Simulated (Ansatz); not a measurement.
# One shape, several levels: InPH6 (SMILES [PH3+][InH3-])

Aim: a comparison of 6 runs (CAM-B3LYP/def2-SVP, PBE0/def2-SVP, wB97M-V/def2-SVP, RPA@PBE0/def2-SVP, CCSD/def2-SVP, CCSD(T)/def2-SVP) of InPH6. 

Program for the calculation: Ansatz 0.2.0.

50 further runs of the same task are left out: 3 that didn't finish, 47 set aside as unsound or not needed.

## (1) The structure to begin with

InPH6 has 8 atoms, charge 0, and is taken as a singlet. As SMILES, `[PH3+][InH3-]`. The In2–H8 distance was set to 2.597 Å, away from the relaxed value. At this shape a bond of the SMILES string is far longer than usual.

Bond lengths: P1–In2 2.782 Å, P1–H3 1.411 Å, P1–H4 1.411 Å, P1–H5 1.411 Å, In2–H6 1.731 Å, In2–H7 1.731 Å. Angles: P1–In2–H6 95.3°, P1–In2–H7 95.1°, In2–P1–H3 119.8°, In2–P1–H4 119.6°, In2–P1–H5 119.7°, H6–In2–H7 119.2°, H3–P1–H4 97.6°, H3–P1–H5 97.6°, H4–P1–H5 97.6°.

## (2) A single-point energy at CAM-B3LYP/def2-SVP (core potential) (run 1)

File in.yaml:

```yaml
crystal:
  periodic: [false, false, false]
  atoms:
    - symbol: P
      position_ang: [-0.335995, 0.867066, -1.216104]
    - symbol: In
      position_ang: [1.079305, 0.704566, 1.173296]
    - symbol: H
      position_ang: [-1.740195, 0.727266, -1.211304]
    - symbol: H
      position_ang: [-0.061595, -0.051234, -2.251604]
    - symbol: H
      position_ang: [-0.269495, 2.044966, -1.990304]
    - symbol: H
      position_ang: [0.280605, 2.045266, 1.922396]
    - symbol: H
      position_ang: [2.633405, 0.945166, 0.449396]
    - symbol: H
      position_ang: [0.307400, -1.708800, 1.741800]
basis:
  gaussian:
    orbitals: def2-SVP
hamiltonian:
  xc: {name: CAM-B3LYP}
accuracy: high
output: {orbitals: {seedname: orbitals}}
```

Command:

```sh
ansatz run in.yaml --threads 1 --pin off --max-ram 3480MiB --events-out events.jsonl --progress --plain --runs-dir runs
```

Standard output:

```text
Warning: RAYON_NUM_THREADS=1 ignored (pool sized by the plan → 1); use --threads N
Functional definition: CAM-B3LYP
  name "CAM-B3LYP"
  parameter alpha = 0.19
  parameter beta = 0.46
  parameter omega = 0.33/bohr
  parameter ac = 0.81
  exchange = (1 - alpha - beta)*b88_x + beta*b88_x_sr(omega) + alpha*exact_x + beta*exact_x_lr(omega)
  correlation = (1 - ac)*vwn5_c + ac*lyp_c
1754 factors; integrals over basis functions are off by at most 3.6e-9 eV
435 factors; integrals over basis functions are off by at most 2.1e-9 eV
mean field evaluation 1: about -14553.0915 eV, gradient 1.2e1 eV
mean field evaluation 2: about -14553.5647 eV, gradient 6.8e0 eV
mean field evaluation 4: about -14553.7539 eV, gradient 1.9e-1 eV
mean field evaluation 8: about -14553.8222 eV, gradient 3.3e-3 eV
mean field evaluation 16: about -14553.8222 eV, gradient 2.1e-6 eV
mean field -14553.82218821 eV, -534.8431004818 hartree, gradient 8.9e-8 eV, S^2 0.000000; 0 other end points of the search recorded, 0 dependent functions left out
reference -14553.82221068 eV, -534.8431013075 hartree; 21, 21 occupied and 53, 53 virtual orbitals, 1754 factors
Total energy: -14553.82221068 eV, -534.8431013075 hartree
```

Run time: 6 s. Hardware: 1 thread of Intel Xeon Platinum 8488C (Sapphire Rapids), shared host; peak memory 0.28 GiB.

## (3) A single-point energy at PBE0/def2-SVP (core potential) (run 2)

File in.yaml:

```yaml
basis:
  gaussian:
    orbitals: def2-SVP
crystal:
  periodic: [false, false, false]
  atoms:
    - {symbol: P, position_ang: [-0.335995, 0.867066, -1.216104]}
    - {symbol: In, position_ang: [1.079305, 0.704566, 1.173296]}
    - {symbol: H, position_ang: [-1.740195, 0.727266, -1.211304]}
    - {symbol: H, position_ang: [-0.061595, -0.051234, -2.251604]}
    - {symbol: H, position_ang: [-0.269495, 2.044966, -1.990304]}
    - {symbol: H, position_ang: [0.280605, 2.045266, 1.922396]}
    - {symbol: H, position_ang: [2.633405, 0.945166, 0.449396]}
    - {symbol: H, position_ang: [0.307400, -1.708800, 1.741800]}
hamiltonian:
  xc: {name: PBE0}
accuracy: high
output: {orbitals: {seedname: orbitals}}
```

Command:

```sh
ansatz run in.yaml --threads 1 --pin off --max-ram 3480MiB --events-out events.jsonl --progress --plain --runs-dir runs
```

Standard output:

```text
Warning: RAYON_NUM_THREADS=1 ignored (pool sized by the plan → 1); use --threads N
Functional definition: PBE0
  name "PBE0"
  parameter a = 0.25
  parameter kappa = 0.804
  parameter beta = 0.06672455060314922
  exchange = (1 - a)*pbe_x(kappa = kappa, mu = beta*pi^2/3) + a*exact_x
  correlation = pbe_c(beta = beta)
1754 factors; integrals over basis functions are off by at most 3.6e-9 eV
mean field evaluation 1: about -14549.8946 eV, gradient 1.3e1 eV
mean field evaluation 2: about -14549.8855 eV, gradient 1.2e1 eV
mean field evaluation 4: about -14550.6322 eV, gradient 3.6e-1 eV
mean field evaluation 8: about -14550.7205 eV, gradient 3.8e-2 eV
mean field evaluation 16: about -14550.7205 eV, gradient 3.6e-6 eV
mean field -14550.72049631 eV, -534.7291154066 hartree, gradient 8.2e-8 eV, S^2 0.000000; 0 other end points of the search recorded, 0 dependent functions left out
reference -14550.72049967 eV, -534.7291155303 hartree; 21, 21 occupied and 53, 53 virtual orbitals, 1754 factors
Total energy: -14550.72049967 eV, -534.7291155303 hartree
```

Wall time 5.1 s (1 thread of Intel Xeon Platinum 8488C (Sapphire Rapids), shared host); peak memory 0.25 GiB.

## (4) A single-point energy at wB97M-V/def2-SVP (core potential) (run 3)

File job.yaml:

```yaml
basis:
  gaussian: {orbitals: def2-SVP}
crystal:
  periodic: [false, false, false]
  atoms:
    - {symbol: P, position_ang: [-0.335995, 0.867066, -1.216104]}
    - {symbol: In, position_ang: [1.079305, 0.704566, 1.173296]}
    - {symbol: H, position_ang: [-1.740195, 0.727266, -1.211304]}
    - {symbol: H, position_ang: [-0.061595, -0.051234, -2.251604]}
    - {symbol: H, position_ang: [-0.269495, 2.044966, -1.990304]}
    - {symbol: H, position_ang: [0.280605, 2.045266, 1.922396]}
    - {symbol: H, position_ang: [2.633405, 0.945166, 0.449396]}
    - {symbol: H, position_ang: [0.307400, -1.708800, 1.741800]}
hamiltonian: {xc: {name: wB97M-V}}
accuracy: high
output: {orbitals: {seedname: orbitals}}
```

Command:

```sh
ansatz run job.yaml --threads 1 --pin off --max-ram 3480MiB --events-out events.jsonl --progress --plain --runs-dir runs
```

Standard output (excerpt; [...] marks lines left out):

```text
Warning: RAYON_NUM_THREADS=1 ignored (pool sized by the plan → 1); use --threads N
Functional definition: wB97M-V
  name "wB97M-V"
[...]
  gx(w, u) = 1 - cx + cx01*u + cx10*w
  gss(w, u) = css00 + css04*u^4 + css10*w + css20*w^2 + css43*w^4*u^3
  gos(w, u) = cos00 + cos10*w + (cos20 + cos21*u)*w^2 + (cos60 + cos61*u)*w^6
[...]
      + integral(e_c_pw_mod_opposite_spin*gos(b97_w_opposite, b97_u_opposite)) + vv10(b, c)
1754 factors; integrals over basis functions are off by at most 3.6e-9 eV
396 factors; integrals over basis functions are off by at most 2.4e-9 eV
[...]
mean field -14551.54083798 eV, -534.7592624070 hartree, gradient 4.2e-8 eV, S^2 0.000000; 0 other end points of the search recorded, 0 dependent functions left out
reference -14551.54084386 eV, -534.7592626233 hartree; 21, 21 occupied and 53, 53 virtual orbitals, 1754 factors
Total energy: -14551.54084386 eV, -534.7592626233 hartree
```

Run time: 41 s. Hardware: 1 thread of Intel Xeon Platinum 8488C (Sapphire Rapids), shared host; peak memory 0.53 GiB.

Runs 4 to 5 aren't shown in full; the table further down has their settings and results.

## (5) The energy at CCSD(T)/def2-SVP (core potential) (run 6)

File in.yaml:

```yaml
crystal:
  periodic: [false, false, false]
  atoms:
    - symbol: P
      position_ang: [-0.335995, 0.867066, -1.216104]
    - symbol: In
      position_ang: [1.079305, 0.704566, 1.173296]
    - symbol: H
      position_ang: [-1.740195, 0.727266, -1.211304]
    - symbol: H
      position_ang: [-0.061595, -0.051234, -2.251604]
    - symbol: H
      position_ang: [-0.269495, 2.044966, -1.990304]
    - symbol: H
      position_ang: [0.280605, 2.045266, 1.922396]
    - symbol: H
      position_ang: [2.633405, 0.945166, 0.449396]
    - symbol: H
      position_ang: [0.307400, -1.708800, 1.741800]
basis:
  gaussian:
    orbitals: def2-SVP
correlation:
  method: ccsd_t
  frozen_orbitals: {H: 0, In: 4, P: 5}
accuracy: high
scf:
  omitted_lower_state_checks: [cluster_reference, increment]
```

Command:

```sh
ansatz run in.yaml --threads 1 --pin off --max-ram 3480MiB --events-out events.jsonl --progress --plain --runs-dir runs
```

Standard output (excerpt; [...] marks lines left out):

```text
Warning: RAYON_NUM_THREADS=1 ignored (pool sized by the plan → 1); use --threads N
Functional definition: HF
  name "HF"
[...]
1754 factors; integrals over basis functions are off by at most 3.6e-9 eV
[...]
mean field -14509.51026796 eV, -533.2146674484 hartree, gradient 2.8e-8 eV, S^2 0.000000; 0 other end points of the search recorded, 0 dependent functions left out; unrestricted orbitals would lower it
9 core orbitals not correlated: weight in the atoms' cores, before any rotation towards them, 1.000 or more for the frozen orbitals, at most 0.000 for the correlated occupied ones
reference -14509.51026796 eV, -533.2146674484 hartree; 12, 12 occupied and 53, 53 virtual orbitals, 1754 factors
second order -6.54713632 eV of doubles, -0.00000000 eV of singles
cycle   1  -7.54974830 eV  change    -1.0e0 eV  update   9.4e-2
[...]
cycle  24  -8.06949280 eV  change    1.2e-9 eV  update  6.4e-10
perturbative correction -0.22741283 eV, -0.0083572675 hartree
Total energy: -14517.80717360 eV, -533.5195731067 hartree
Checks for a lower state left out: cluster_reference, increment
```

Run time: 8.7 s. Hardware: 1 thread of Intel Xeon Platinum 8488C (Sapphire Rapids), shared host; peak memory 0.37 GiB.

## (6) The series

```tsv
run	level	frozen core orbitals	energy (Eh)	wall time
1	CAM-B3LYP/def2-SVP (core potential)	–	-534.843101	6 s
2	PBE0/def2-SVP (core potential)	–	-534.729116	5.1 s
3	wB97M-V/def2-SVP (core potential)	–	-534.759263	41 s
4	RPA@PBE0/def2-SVP (core potential)	9	-533.634780	11 s
5	CCSD/def2-SVP (core potential)	9	-533.511216	7.5 s
6	CCSD(T)/def2-SVP (core potential)	9	-533.519573	8.7 s
```

## (7) Results

| quantity | value |
| --- | --- |
| run 6: total energy | -533.51957 Eh |
| run 6: correlation energy (9 core orbitals frozen) | -304.9 mEh |
| run 6: (T) correction | -8.36 mEh |
| run 6: T1 diagnostic | 0.016 |

In words: Over runs 1, 2, 3 the HOMO–LUMO gap runs from 5.07 eV (PBE0/def2-SVP) to 8.80 eV (wB97M-V/def2-SVP). Totals of different functionals can't be ranked against each other. In runs 5, 6 the log says that unrestricted orbitals would lower the reference, so the values rest on an unstable closed-shell determinant (other closed-shell runs at this shape may share the fault). All runs together took 79 s, the longest 41 s.
